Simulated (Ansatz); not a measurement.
# CH4FPSSi: shift of H9 from P4 to S5, part 2 of 2

How high is the barrier for the shift of H9 from P4 to S5? Relax the two ends, then run a nudged elastic band between them. SMILES of the start: C[Si]1(F)PS1.

Ansatz 0.2.0; RKS PBE0/def2-SVP. The steps go on from the part before.

## Step 6: Vibrations at the top

The geometry is the highest inner image of the first converged band.

The input, input.yaml:

```yaml
crystal:
  periodic: [false, false, false]
  atoms:
    - { symbol: C, position_ang: [-0.160137, -1.260014, -0.414942] }
    - { symbol: Si, position_ang: [0.424858, 0.222369, 0.534279] }
    - { symbol: F, position_ang: [1.948475, -0.096254, 1.003077] }
    - { symbol: P, position_ang: [-0.697598, 1.744976, 1.55618] }
    - { symbol: S, position_ang: [0.402414, 2.127102, -0.607404] }
    - { symbol: H, position_ang: [0.565156, -1.527141, -1.198276] }
    - { symbol: H, position_ang: [-0.260831, -2.121116, 0.26481] }
    - { symbol: H, position_ang: [-1.139378, -1.061406, -0.872751] }
    - { symbol: H, position_ang: [-0.994459, 1.925283, -0.281973] }
basis:
  gaussian: { orbitals: def2-SVP }
hamiltonian:
  xc: pbe0
phonons: {}
```

Launch:

```sh
$ ansatz run input.yaml --threads 2 --pin off --max-ram 3072MiB --backend cpu --events-out ev --progress --plain --runs-dir out
```

Standard output, shortened:

```text
Warning: RAYON_NUM_THREADS=2 ignored (pool sized by the plan → 2); use --threads N
[...]
Functional definition: PBE0
[...]
1036 factors; integrals over basis functions are off by at most 3.2e-4 eV
[...]
mean field -31795.36226529 eV, -1168.4580115787 hartree, gradient 3.0e-5 eV, S^2 0.000000; 0 other end points of the search recorded, 0 dependent functions left out
[...]
reference -31795.36228853 eV, -1168.4580124329 hartree; 32, 32 occupied and 70, 70 virtual orbitals, 1036 factors
[...]
1036 factors; integrals over basis functions are off by at most 3.2e-4 eV
mean field -31795.36210522 eV, -1168.4580056963 hartree, gradient 1.8e-6 eV, S^2 0.000000; 0 other end points of the search recorded, 0 dependent functions left out
[...]
reference -31795.36212847 eV, -1168.4580065506 hartree; 32, 32 occupied and 70, 70 virtual orbitals, 1036 factors
[...]
1036 factors; integrals over basis functions are off by at most 3.2e-4 eV
[...]
WARN: phonons: modes at or below zero, which the zero-point energy, F, S and C_V leave out: 1, the lowest at -808.98 cm⁻¹. A minimum has none, and a first-order saddle one
[...]
Total energy: -31795.36228853 eV, -1168.4580124329 hartree
Atom 0 at    -0.160137    -1.260014    -0.414942 Å, force     0.000721    -0.003853     0.020343 eV/Å
Atom 1 at     0.424858     0.222369     0.534279 Å, force     0.010777    -0.001017    -0.016375 eV/Å
Atom 2 at     1.948475    -0.096254     1.003077 Å, force    -0.013709     0.003314    -0.007919 eV/Å
Atom 3 at    -0.697598     1.744976     1.556180 Å, force    -0.004195     0.001905     0.002678 eV/Å
Atom 4 at     0.402414     2.127102    -0.607404 Å, force    -0.008947    -0.010784     0.004903 eV/Å
Atom 5 at     0.565156    -1.527141    -1.198276 Å, force     0.006595     0.002036    -0.002009 eV/Å
Atom 6 at    -0.260831    -2.121116     0.264810 Å, force    -0.006264     0.000361    -0.002260 eV/Å
Atom 7 at    -1.139378    -1.061406    -0.872751 Å, force     0.004895     0.000449    -0.004464 eV/Å
Atom 8 at    -0.994459     1.925283    -0.281973 Å, force     0.010126     0.007589     0.005103 eV/Å
Dipole moment:    -0.243809    -0.461771    -0.318165 e Å
Vibrations: -808.98 130.34 136.62 192.97 223.85 246.36 292.93 465.80 499.77 669.03 760.97 778.89 801.27 917.13 1263.90 1415.50 1419.29 1973.27 3063.95 3168.40 3189.13 cm⁻¹, zero-point energy 1.339611 eV
```

Run time: 95 s. Hardware: 2 threads of Arm Neoverse V1, shared host; peak memory 0.22 GiB.

Of 21 modes, 1 is imaginary by more than 30 cm⁻¹ (809i cm⁻¹).

## Step 7: A trajectory let go at the top

It starts at the highest inner image of the first converged band: 200 steps of 0.5 fs at constant energy, with velocities drawn for 300 K.

input.yaml, as its differences from that of step 6:

```diff
@@ -16,2 +16,8 @@
   xc: pbe0
-phonons: {}
+md:
+  timestep: 0.5
+  n_steps: 200
+  ensemble: nve
+  temperature: 300.0
+  initial_velocities: maxwell_boltzmann
+  seed: 9208
```

Launch:

```sh
$ ansatz run input.yaml --threads 2 --pin off --max-ram 3072MiB --backend cpu --events-out ev --progress --plain --runs-dir out
```

Standard output, shortened:

```text
Warning: RAYON_NUM_THREADS=2 ignored (pool sized by the plan → 2); use --threads N
[...]
[... 1 set-up line as earlier in the session ...]
[...]
1036 factors; integrals over basis functions are off by at most 3.2e-4 eV
[...]
mean field -31795.36226529 eV, -1168.4580115787 hartree, gradient 3.0e-5 eV, S^2 0.000000; 0 other end points of the search recorded, 0 dependent functions left out
[...]
reference -31795.36228853 eV, -1168.4580124329 hartree; 32, 32 occupied and 70, 70 virtual orbitals, 1036 factors
md step     0: t =     0.00 fs  T =   300.0 K  F+E_penalty+E_count = -31795.36226529 eV  E_kin = 0.271446 eV  conserved = -31795.09081929 eV  (28 SCF iters)
[...]
md step    24: t =    12.00 fs  T =   136.5 K  F+E_penalty+E_count = -31795.21316577 eV  E_kin = 0.123534 eV  conserved = -31795.08963136 eV  (33 SCF iters)
[...]
md step    48: t =    24.00 fs  T =   619.4 K  F+E_penalty+E_count = -31795.64930618 eV  E_kin = 0.560439 eV  conserved = -31795.08886671 eV  (30 SCF iters)
[...]
md step    72: t =    36.00 fs  T =   533.7 K  F+E_penalty+E_count = -31795.57303135 eV  E_kin = 0.482891 eV  conserved = -31795.09014081 eV  (29 SCF iters)
[...]
md step    96: t =    48.00 fs  T =   475.4 K  F+E_penalty+E_count = -31795.52046771 eV  E_kin = 0.430134 eV  conserved = -31795.09033375 eV  (32 SCF iters)
md step    97: t =    48.50 fs  T =   483.3 K  F+E_penalty+E_count = -31795.52738318 eV  E_kin = 0.437301 eV  conserved = -31795.09008169 eV  (28 SCF iters)
md step    98: t =    49.00 fs  T =   484.9 K  F+E_penalty+E_count = -31795.52852929 eV  E_kin = 0.438745 eV  conserved = -31795.08978459 eV  (32 SCF iters)
```

## Step 8: The log goes on: dynamics from the highest image of the converged band

Output, continued, shortened:

```text
md step    99: t =    49.50 fs  T =   485.0 K  F+E_penalty+E_count = -31795.52839277 eV  E_kin = 0.438859 eV  conserved = -31795.08953419 eV  (32 SCF iters)
[...]
md step   124: t =    62.00 fs  T =   672.3 K  F+E_penalty+E_count = -31795.69780345 eV  E_kin = 0.608291 eV  conserved = -31795.08951259 eV  (29 SCF iters)
[...]
md step   149: t =    74.50 fs  T =   484.3 K  F+E_penalty+E_count = -31795.52805422 eV  E_kin = 0.438198 eV  conserved = -31795.08985576 eV  (31 SCF iters)
[...]
md step   174: t =    87.00 fs  T =   502.3 K  F+E_penalty+E_count = -31795.54432001 eV  E_kin = 0.454510 eV  conserved = -31795.08980962 eV  (32 SCF iters)
[...]
md step   199: t =    99.50 fs  T =   610.5 K  F+E_penalty+E_count = -31795.64251097 eV  E_kin = 0.552371 eV  conserved = -31795.09013959 eV  (30 SCF iters)
[...]
Total energy: -31795.62217365 eV, -1168.4675630348 hartree
Atom 0 at    -0.151517    -1.302131    -0.355898 Å, force     1.191810     1.024850    -0.764483 eV/Å
Atom 1 at     0.443005     0.173028     0.610792 Å, force    -0.942606     0.704792     0.755938 eV/Å
Atom 2 at     1.992056    -0.182639     0.877191 Å, force     0.503412    -0.049919     0.124093 eV/Å
Atom 3 at    -0.690486     1.784178     1.439755 Å, force     0.105399    -0.416935     0.640527 eV/Å
Atom 4 at     0.323756     2.220097    -0.478770 Å, force    -0.330954    -1.373652    -0.816371 eV/Å
Atom 5 at     0.692669    -1.469145    -1.025791 Å, force     0.289874    -0.034205    -0.629918 eV/Å
Atom 6 at    -0.133172    -2.212335     0.196064 Å, force    -0.450834    -0.950100     1.074363 eV/Å
Atom 7 at    -1.037509    -1.188311    -0.963623 Å, force    -0.657755     0.078078    -0.048078 eV/Å
Atom 8 at    -0.498037     1.427797    -1.271305 Å, force     0.291655     1.017091    -0.336070 eV/Å
Dipole moment:    -0.123986    -0.489438    -0.553116 e Å
```

Run time: 9.2 min. Hardware: 2 threads of Arm Neoverse V1, shared host; peak memory 0.22 GiB.

## Step 9: The trajectory

The trajectory, every 8 steps (energies from step 0):

| time (fs) | T (K) | potential energy change (meV/atom) | total energy change (meV/atom) | H9–P4 (Å) | H9–S5 (Å) |
| --- | --- | --- | --- | --- | --- |
| 0.0 | 300 | 0.0 | 0.00 | 1.87 | 1.45 |
| 4.0 | 210 | 9.1 | 0.06 | 1.93 | 1.43 |
| 8.0 | 73 | 23.1 | 0.23 | 1.99 | 1.40 |
| 12.0 | 137 | 16.6 | 0.13 | 2.08 | 1.38 |
| 16.0 | 272 | 2.9 | 0.06 | 2.21 | 1.37 |
| 20.0 | 429 | -12.9 | 0.14 | 2.41 | 1.36 |
| 24.0 | 619 | -31.9 | 0.22 | 2.70 | 1.36 |
| 28.0 | 712 | -41.3 | 0.14 | 3.03 | 1.40 |
| 32.0 | 696 | -39.8 | 0.02 | 3.30 | 1.41 |
| 36.0 | 534 | -23.4 | 0.08 | 3.45 | 1.38 |
| 40.0 | 321 | -1.9 | 0.20 | 3.50 | 1.37 |
| 44.0 | 343 | -4.2 | 0.10 | 3.46 | 1.38 |
| 48.0 | 475 | -17.6 | 0.05 | 3.33 | 1.38 |
| 52.0 | 563 | -26.3 | 0.13 | 3.11 | 1.38 |
| 56.0 | 620 | -32.0 | 0.20 | 2.86 | 1.39 |
| 60.0 | 688 | -38.9 | 0.13 | 2.63 | 1.37 |
| 64.0 | 703 | -40.4 | 0.07 | 2.50 | 1.35 |
| 68.0 | 629 | -33.0 | 0.09 | 2.53 | 1.38 |
| 72.0 | 523 | -22.3 | 0.13 | 2.67 | 1.39 |
| 76.0 | 449 | -14.9 | 0.09 | 2.86 | 1.38 |
| 80.0 | 393 | -9.3 | 0.11 | 3.04 | 1.39 |
| 84.0 | 401 | -10.0 | 0.15 | 3.16 | 1.40 |
| 88.0 | 542 | -24.2 | 0.13 | 3.18 | 1.39 |
| 92.0 | 679 | -38.0 | 0.11 | 3.12 | 1.41 |
| 96.0 | 697 | -39.8 | 0.11 | 2.97 | 1.43 |
| 100.0 | 588 | -28.9 | 0.06 | 2.74 | 1.39 |

time (fs), T (K) and a bar:
```
      0.0        300 ##########
      4.5        219 ######
      8.5         82 
     13.0        108 #
     17.5        265 ########
     21.5        569 #####################
     26.0        764 ##############################
     30.5        676 ##########################
     35.0        528 ####################
     39.0        376 #############
     43.5        353 ############
     48.0        475 #################
     52.0        563 #####################
     56.5        632 ########################
     61.0        671 ##########################
     65.0        688 ###########################
     69.5        611 #######################
     74.0        489 ##################
     78.5        390 ##############
     82.5        395 ##############
     87.0        502 ##################
     91.5        663 ##########################
     95.5        703 ###########################
    100.0        588 ######################
```

The last frame stands with the bonds of end B.

## Step 10: Dynamics from the top

It starts at the highest inner image of the first converged band: 200 steps of 0.5 fs at constant energy, with velocities drawn for 100 K.

input.yaml, as its differences from that of step 7:

```diff
@@ -20,4 +20,4 @@
   ensemble: nve
-  temperature: 300.0
+  temperature: 100.0
   initial_velocities: maxwell_boltzmann
-  seed: 9208
+  seed: 9209
```

Launch:

```sh
$ ansatz run input.yaml --threads 2 --pin off --max-ram 3072MiB --backend cpu --events-out ev --progress --plain --runs-dir out
```

Standard output, shortened:

```text
Warning: RAYON_NUM_THREADS=2 ignored (pool sized by the plan → 2); use --threads N
[...]
[... 1 set-up line as earlier in the session ...]
[...]
1036 factors; integrals over basis functions are off by at most 3.2e-4 eV
[...]
mean field -31795.36226529 eV, -1168.4580115787 hartree, gradient 3.0e-5 eV, S^2 0.000000; 0 other end points of the search recorded, 0 dependent functions left out
[...]
reference -31795.36228853 eV, -1168.4580124329 hartree; 32, 32 occupied and 70, 70 virtual orbitals, 1036 factors
md step     0: t =     0.00 fs  T =   100.0 K  F+E_penalty+E_count = -31795.36226529 eV  E_kin = 0.090482 eV  conserved = -31795.27178329 eV  (28 SCF iters)
[...]
md step    24: t =    12.00 fs  T =   135.2 K  F+E_penalty+E_count = -31795.39375810 eV  E_kin = 0.122353 eV  conserved = -31795.27140540 eV  (29 SCF iters)
[...]
md step    48: t =    24.00 fs  T =  1805.0 K  F+E_penalty+E_count = -31796.90702722 eV  E_kin = 1.633213 eV  conserved = -31795.27381399 eV  (31 SCF iters)
[...]
md step    72: t =    36.00 fs  T =   918.0 K  F+E_penalty+E_count = -31796.10409350 eV  E_kin = 0.830628 eV  conserved = -31795.27346593 eV  (34 SCF iters)
[...]
md step    96: t =    48.00 fs  T =  1049.4 K  F+E_penalty+E_count = -31796.22127831 eV  E_kin = 0.949543 eV  conserved = -31795.27173559 eV  (31 SCF iters)
md step    97: t =    48.50 fs  T =  1148.2 K  F+E_penalty+E_count = -31796.31073406 eV  E_kin = 1.038920 eV  conserved = -31795.27181419 eV  (31 SCF iters)
md step    98: t =    49.00 fs  T =  1253.4 K  F+E_penalty+E_count = -31796.40596800 eV  E_kin = 1.134058 eV  conserved = -31795.27190985 eV  (28 SCF iters)
```

## Step 11: The output, continued: dynamics from the highest image of the converged band

The log, continued, shortened:

```text
md step    99: t =    49.50 fs  T =  1363.3 K  F+E_penalty+E_count = -31796.50562014 eV  E_kin = 1.233579 eV  conserved = -31795.27204098 eV  (31 SCF iters)
[...]
md step   124: t =    62.00 fs  T =   638.8 K  F+E_penalty+E_count = -31795.84930122 eV  E_kin = 0.577990 eV  conserved = -31795.27131116 eV  (29 SCF iters)
[...]
md step   149: t =    74.50 fs  T =  1260.9 K  F+E_penalty+E_count = -31796.41311963 eV  E_kin = 1.140879 eV  conserved = -31795.27224109 eV  (27 SCF iters)
[...]
md step   174: t =    87.00 fs  T =  1115.9 K  F+E_penalty+E_count = -31796.28138138 eV  E_kin = 1.009650 eV  conserved = -31795.27173149 eV  (32 SCF iters)
[...]
md step   199: t =    99.50 fs  T =  1134.4 K  F+E_penalty+E_count = -31796.29886445 eV  E_kin = 1.026410 eV  conserved = -31795.27245422 eV  (27 SCF iters)
[...]
Total energy: -31796.29752544 eV, -1168.4923817554 hartree
Atom 0 at    -0.203826    -1.260689    -0.353054 Å, force    -0.021224     0.243422     0.880640 eV/Å
Atom 1 at     0.513355     0.314916     0.427113 Å, force     0.969984    -1.620629    -0.191761 eV/Å
Atom 2 at     1.892396    -0.193776     1.094358 Å, force     0.471263     0.039386     0.036150 eV/Å
Atom 3 at    -0.681182     1.803315     1.481362 Å, force    -0.020145    -0.871395    -1.169330 eV/Å
Atom 4 at     0.371211     2.091155    -0.564482 Å, force     0.041454     1.084272    -0.093201 eV/Å
Atom 5 at     0.478244    -1.711221    -1.093608 Å, force    -0.149119     0.252385    -0.089715 eV/Å
Atom 6 at    -0.253754    -1.980568     0.490407 Å, force    -0.107089     0.033430    -0.215290 eV/Å
Atom 7 at    -1.231675    -1.107148    -0.738443 Å, force     0.420851    -0.100573    -0.124722 eV/Å
Atom 8 at    -1.222495     0.632791     0.715299 Å, force    -1.605976     0.939703     0.967230 eV/Å
Dipole moment:    -0.315253    -0.395400     0.002098 e Å
```

Wall time 9.2 min (2 threads of Arm Neoverse V1, shared host); peak memory 0.22 GiB.

## Step 12: What the atoms did

The trajectory, every 15 steps (energies from step 0):

| time (fs) | T (K) | potential energy change (meV/atom) | total energy change (meV/atom) | H9–P4 (Å) | H9–S5 (Å) |
| --- | --- | --- | --- | --- | --- |
| 0.0 | 100 | 0.0 | 0.00 | 1.87 | 1.45 |
| 7.5 | 64 | 3.7 | 0.03 | 1.77 | 1.48 |
| 15.0 | 313 | -21.3 | 0.05 | 1.57 | 1.70 |
| 22.5 | 1690 | -160.1 | -0.24 | 1.43 | 2.49 |
| 30.0 | 1264 | -117.0 | 0.00 | 1.73 | 3.47 |
| 37.5 | 530 | -43.1 | 0.10 | 1.34 | 3.47 |
| 45.0 | 650 | -55.3 | 0.03 | 1.65 | 3.59 |
| 52.5 | 1944 | -185.6 | -0.19 | 1.52 | 2.89 |
| 60.0 | 885 | -78.8 | 0.06 | 1.52 | 1.97 |
| 67.5 | 871 | -77.5 | 0.02 | 1.38 | 2.08 |
| 75.0 | 1218 | -112.5 | -0.03 | 1.63 | 3.09 |
| 82.5 | 1314 | -122.2 | -0.11 | 1.51 | 3.48 |
| 90.0 | 1015 | -92.1 | -0.04 | 1.55 | 3.37 |
| 97.5 | 1083 | -98.9 | -0.06 | 1.60 | 2.80 |
| 100.0 | 1133 | -103.9 | -0.06 | 1.50 | 2.51 |

time (fs), T (K) and a bar:
```
      0.0        100 #
      4.5         72 
      8.5         70 
     13.0        170 ##
     17.5        609 #########
     21.5       1471 #######################
     26.0       1646 ##########################
     30.5       1255 ####################
     35.0       1117 #################
     39.0        350 #####
     43.5        587 #########
     48.0       1049 ################
     52.0       1879 ##############################
     56.5       1677 ###########################
     61.0        731 ###########
     65.0        640 #########
     69.5       1174 ##################
     74.0       1304 ####################
     78.5       1130 ##################
     82.5       1314 #####################
     87.0       1116 #################
     91.5        942 ##############
     95.5        985 ###############
    100.0       1133 ##################
```

Bonds that form or break, judged by distance (formed within 1.15 times the sum of covalent radii and held on average over 12 fs, broken when stretched by half; pairs already stretched at the start don't count as bonds):

| time (fs) | bond | event |
| --- | --- | --- |
| 16.0 | P4–H9 | forms |
| 19.5 | S5–H9 | breaks |

The last frame stands with the bonds of end A.

## Step 13: Results

This closing draws on all 2 parts.

```
                         quantity                               value
                            end A             6 moves, 0.467 eV lower
                            end B             9 moves, 1.741 eV lower
                 barrier forwards                             1.99 eV
                barrier backwards                             0.72 eV
     second end relative to first                           +1.269 eV
                    highest image              6 of 0 to 10, climbing
                  band iterations                                   6
       imaginary modes at the top                           809i cm⁻¹
trajectory at 300 K, after 100 fs   with the bonds of end B, at 588 K
trajectory at 100 K, after 100 fs  with the bonds of end A, at 1133 K
```

The top lies 1.99 eV above the first end, or 77 kT at room temperature; with a typical attempt rate of 10^13 per second that is roughly 10^-20 events a second. Going back costs 0.72 eV, since the second end is 1.27 eV above the first. By distance, end A alone has P4–H9 and end B alone has S5–H9. One imaginary mode, as a first-order saddle point has. These are electronic energies, with no zero-point or thermal terms. Tunnelling, which matters where hydrogen moves, is missing too.
